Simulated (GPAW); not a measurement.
Runs of GPAW 26.7.0 on GeSb4Te7. It takes space group P-3m1 (No. 164, trigonal). The conventional cell has a = 4.289 Å, b = 4.289 Å, c = 24.638 Å, α = 90.00°, β = 90.00°, γ = 120.00°. Te (site symmetry 3m) has 3 Sb at 3.00 Å as nearest neighbours. Te (site symmetry -3m) is surrounded by 6 Sb at 3.18 Å. Around Te (site symmetry 3m) lie 3 Ge at 3.00 Å and 3 Sb at 3.19 Å. Te (site symmetry 3m) has 3 Sb at 3.01 Å as nearest neighbours. Sb (site symmetry 3m) has 6 Te at 3.00 to 3.19 Å as nearest neighbours. Around Sb (site symmetry 3m) lie 6 Te at 3.01 to 3.18 Å. Ge (site symmetry -3m) has 6 Te at 3.00 Å as nearest neighbours. The cell is a database's computed one.

```csv
task,level,potentials or basis,k mesh,cutoff (eV),smearing,response ecut,maxiter,response k mesh,response bands,kernels,mesh quality,gap on the mesh (eV),pressure (GPa),largest force (eV/Å)
dielectric tensor,PBE,"GPAW PAW data sets (gpaw-data 1.2.1), pw",5 × 5 × 1,450,fermi-dirac 0.001 eV,80 eV,150,2 × 2 × 2,149,["RPA"],coarse,0.59,-,-
dielectric tensor,PBE,"GPAW PAW data sets (gpaw-data 1.2.1), pw",4 × 4 × 1,500,fermi-dirac 0.001 eV,80 eV,150,2 × 2 × 2,149,["RPA"],coarse,0.60,-,-
dielectric tensor,LDA,"the program's PAW data sets (release 1.2.1) made for this functional, pw",4 × 4 × 1,500,fermi-dirac 0.001 eV,80 eV,150,2 × 2 × 2,149,["RPA"],coarse,0.57,-,-
dielectric tensor,RPBE,"the program's PAW data sets (release 1.2.1) made for this functional, pw",4 × 4 × 1,500,fermi-dirac 0.001 eV,80 eV,150,2 × 2 × 2,149,["RPA"],coarse,0.62,-,-
single point,PBE,"GPAW PAW data sets (gpaw-data 1.2.1), pw",5 × 5 × 1,450,fermi-dirac 0.05 eV,-,120,-,-,-,not flagged,0.59,(a),0.08
single point,PBE,"GPAW PAW data sets (gpaw-data 1.2.1), pw",4 × 4 × 1,500,fermi-dirac 0.05 eV,-,120,-,-,-,coarse,0.60,0.2,0.10
single point,PBEsol,"PAW data sets generated in the run's folder for this functional, pw",7 × 7 × 2,600,fermi-dirac 0.05 eV,-,150,-,-,-,not flagged,0.36,-1.9,(b)
```

Alike in all rows: no spin polarisation; cell as given.

Task: Fill in the values left out.

Result: (a) -0.1; (b) 0.07.

Caveats: some runs use coarse meshes; spin-orbit coupling is left out, which moves the levels of the heavy elements; this functional lacks dispersion, which binds the layers, so the pressure and a relaxed spacing across them are unreliable (some runs); the long-wavelength limit can be off by a per cent or two (some runs); the gap is small at this level, which inflates the dielectric constant (some runs); an odd mesh through Γ misses points on the zone boundary, where band edges often lie (some runs); the cutoff is short for stress and forces, so pressures can be off by a GPa or more (some runs).

A k mesh can miss the band edges, and the runs leave out spin-orbit coupling on Ge, Sb, Te.

Not every run made on this cell is shown here.
